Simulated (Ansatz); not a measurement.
Predict the output of the script below (the Python package of Ansatz (0.2.0)).

`wc_defect.py`:
```python
"""Point defect (antisite) in WC."""

import ansatz as az
import numpy as np


def main() -> None:
    lattice = az.Lattice.of(
        [2.9065, 0.0, 0.0],
        [-1.45325, 2.51710284, 0.0],
        [0.0, 0.0, 2.8366],
    )
    sites = [
        ("W", [0.0, 0.0, 0.0]),
        ("C", [2 / 3, 1 / 3, 0.5]),
    ]
    structure = az.Crystal(lattice=lattice)
    for symbol, position in sites:
        structure = structure.atom(symbol, position)
    host = structure.supercell(2)
    defective = host.substitution("W", at=[2 / 3, 1 / 3, 0.5], replaces="C")

    def with_settings(structure):
        return (
            structure.calculation()
            .functional("pbe")
            .occupations("fermi_dirac", width=0.1)
            .kpoints(3)
            .band_table()
        )


    perfect = with_settings(host).run(threads=1).report
    calculation = with_settings(defective)
    calculation = calculation.relax(force_tolerance=0.03, max_steps=40)
    res = calculation.run(threads=1)
    report = res.report

    n_host, n_defect = len(perfect["lattice"]["sites"]), len(report["lattice"]["sites"])
    print(f"perfect cell: {n_host} atoms, F = {perfect['free_energy_ev']:.4f} eV")
    print(f"defect cell:  {n_defect} atoms, F = {report['free_energy_ev']:.4f} eV")
    # chemical potentials are still to be added to this difference
    print(f"difference {report['free_energy_ev'] - perfect['free_energy_ev']:.4f} eV (no chemical potentials)")

    start = np.array([site.position for site in defective.resolved().sites])
    step = np.array([site.position_frac for site in res.lattice.sites]) - start
    moved = np.linalg.norm((step - np.round(step)) @ res.lattice.cell_ang, axis=1)
    print("relaxation by atom (A):", " ".join(f"{site.symbol}:{d:.3f}" for site, d in zip(res.lattice.sites, moved)))

    for label, run in (("perfect", perfect), ("defect", report)):
        levels, filled = np.array(run["eigenvalues_ev"][0]), np.array(run["occupations"][0])
        top = int(np.argmin(np.abs(levels - run["fermi_energy_ev"])))
        window = slice(max(top - 3, 0), top + 4)
        print(label, "levels near E_F at the first k-point:", ", ".join(f"{e - run['fermi_energy_ev']:.2f} ({f:.2f})" for e, f in zip(levels[window], filled[window])))


if __name__ == "__main__":
    main()
```

`python wc_defect.py` gives:
```text
DeckWarning: basis.ecutwfc = 420 eV, auto-derived from the records' recommended cutoffs: set by W (normal level)
perfect cell: 16 atoms, F = -85088.4551 eV
defect cell:  16 atoms, F = -95209.0139 eV
difference -10120.5588 eV (no chemical potentials)
relaxation by atom (A): W:0.159 W:0.000 W:0.159 C:0.000 W:0.015 C:0.015 W:0.015 C:0.080 W:0.159 C:0.015 W:0.159 C:0.080 W:0.159 C:0.015 W:0.159 C:0.080
perfect levels near E_F at the first k-point: -0.65 (2.00), -0.65 (2.00), -0.65 (2.00), -0.10 (1.47), 0.11 (0.51), 0.11 (0.51), 0.11 (0.51)
defect levels near E_F at the first k-point: -0.38 (1.95), -0.38 (1.95), -0.22 (1.80), -0.22 (1.80), 0.22 (0.20), 0.22 (0.20), 0.99 (0.00)
```
(Warnings from the package without file and line.)

Notes:
- Absolute energies stand on the zero of these potentials, so only differences at equal settings mean something. A total without «per atom» is that of the whole cell that was run.
- No spin polarisation was allowed.
- The computed bands are complete only to about 3.8 eV above the Fermi level.
- The mesh is modest for a metal, so energies can be off by several to tens of meV an atom and pressures by half a GPa or more; differences at equal mesh fare better.
- The relaxation stopped at 0.020 eV/Å, so the energy gained is a lower bound and displacements are uncertain.
- The difference holds no chemical potentials.
- Errors of mesh and smearing per atom add up over the supercell, so the energy can be off by tenths of an eV.
- Each cell's levels count from its own Fermi level and aren't aligned; one k-point can hide that the defect cell is metallic.
- The starting cell is as deposited in a crystallographic database; the results hold for this polymorph, which needn't be the stable one.
- Levels are Kohn-Sham eigenvalues on this mesh, without spin-orbit coupling.
- The supercell is small, so the defect meets its images and the energies aren't those of an isolated defect; a partly filled defect level may also lower its energy by spin or distortion. For a charged cell the difference holds no correction, alignment or term for the electrons' reservoir.
- Hardware and time: 58 s on 1 thread of Arm Neoverse V2, on a shared host, peak memory 0.51 GiB.
